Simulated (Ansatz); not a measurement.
Relaxation of a periodic cell of 31 atoms, Si₁₀GeO₂₀ (host SiO2, host structure P-4m2, interstitial Ge), to a largest force component of 0.03 eV/Å in at most 60 steps.

Computed with DFT LDA, scalar-relativistic, plane waves, PAW (Ansatz). Settings: PAW set soft_1, cutoff 420 eV, k mesh 2x2x2, gaussian smearing 0.02 eV, no spin polarisation.

```xyz
31
Lattice="0.0000 6.9114 6.4185 6.9114 0.0000 6.4185 6.9114 6.9114 0.0000" Properties=species:S:1:pos:R:3:forces:R:3
Si 1.864 6.911 7.185 -0.27 -0.04 -0.37
Si 6.911 11.959 5.652 -0.10 0.17 0.00
Si 6.911 8.775 5.652 -0.18 0.05 -0.09
Si 5.048 6.911 7.185 0.26 -0.04 -0.38
Si 6.911 6.911 3.209 -0.18 -0.14 0.26
O 8.236 6.911 2.288 0.18 0.06 0.02
O 6.911 5.586 10.549 0.03 0.09 -0.02
O 6.911 8.236 4.131 0.00 -0.04 0.02
O 5.586 6.911 8.706 -0.19 0.07 0.02
O 1.321 1.321 0.000 -0.08 -0.07 0.03
O 8.232 5.591 6.419 -0.12 0.07 0.11
O 5.591 8.232 6.419 0.07 -0.08 0.03
O 5.591 5.591 0.000 0.13 0.07 0.11
O 3.456 6.911 7.192 0.00 0.02 0.15
O 6.911 10.367 5.645 0.01 -0.08 0.02
Si 8.775 6.911 7.185 -0.23 -0.43 -0.11
Si 6.911 5.048 5.652 0.10 0.17 0.00
Si 6.911 1.864 5.652 0.19 0.05 -0.09
Si 11.959 6.911 7.185 0.23 -0.45 -0.11
Si 6.911 6.911 9.628 0.19 -0.14 0.27
O 8.236 6.911 8.706 -0.09 0.06 -0.07
O 6.911 5.586 4.131 -0.03 0.08 -0.02
O 6.911 8.236 10.549 0.00 -0.04 0.02
O 5.586 6.911 2.288 0.09 0.06 -0.07
O 8.232 8.232 6.419 0.15 0.09 0.00
O 1.321 5.591 6.419 0.03 0.11 0.08
O 5.591 1.321 6.419 -0.15 0.09 0.00
O 5.591 5.591 6.419 -0.03 0.11 0.08
O 10.367 6.911 7.192 0.00 0.19 0.25
O 6.911 3.456 5.645 -0.01 -0.09 0.02
Ge 10.378 7.854 4.266 0.00 0.03 -0.16
```

Where does it end, and by what steps?

The forces met the threshold. Limits of this set-up: coarse k mesh, PAW files made for another functional, a small cell, in which the defect meets its images, a typed lattice constant that wasn't relaxed here. After 11 steps the energy has fallen by 0.187 eV; Ge31 moved furthest, 0.60 Å.

| step | energy less start (eV) | largest force component (eV/Å) | accepted |
| --- | --- | --- | --- |
| 0 | 0.0000 | 0.446 | yes |
| 1 | -0.0250 | 0.295 | yes |
| 2 | -0.0629 | 0.217 | yes |
| 3 | -0.0922 | 0.188 | yes |
| 4 | -0.1247 | 0.216 | yes |
| 5 | -0.1347 | 0.368 | yes |
| 6 | -0.1524 | 0.186 | yes |
| 7 | -0.1263 | 0.538 | no |
| 8 | -0.1762 | 0.127 | yes |
| 9 | -0.1852 | 0.060 | yes |
| 10 | -0.1861 | 0.059 | yes |
| 11 | -0.1867 | 0.029 | yes |

```xyz
31
Lattice="0.0000 6.9114 6.4185 6.9114 0.0000 6.4185 6.9114 6.9114 0.0000" Properties=species:S:1:pos:R:3
Si 1.850 6.901 7.192
Si 6.888 11.961 5.649
Si 6.951 8.772 5.635
Si 5.042 6.928 7.199
Si 6.929 6.891 3.219
O 8.285 6.852 2.322
O 6.905 5.572 10.534
O 6.914 8.235 4.115
O 5.431 6.966 8.800
O 1.274 1.313 0.048
O 8.283 5.575 6.415
O 5.672 8.213 6.463
O 5.571 5.601 -0.016
O 3.451 6.894 7.117
O 6.910 10.365 5.642
Si 8.772 6.917 7.167
Si 6.936 5.050 5.697
Si 6.871 1.868 5.707
Si 11.937 6.906 7.188
Si 6.840 6.918 9.660
O 8.052 6.973 8.617
O 6.883 5.604 4.186
O 6.853 8.222 10.604
O 5.643 6.881 2.263
O 8.312 8.230 6.332
O 1.295 5.596 6.414
O 5.542 1.360 6.475
O 5.661 5.591 6.546
O 10.351 6.907 7.370
O 6.906 3.458 5.671
Ge 10.688 7.852 3.752
```

Whether the end is a true minimum wasn't checked by a vibrational analysis.

The run took 2.2 min on 4 threads of Arm Neoverse V1, on a shared host, peak memory 1.8 GiB.
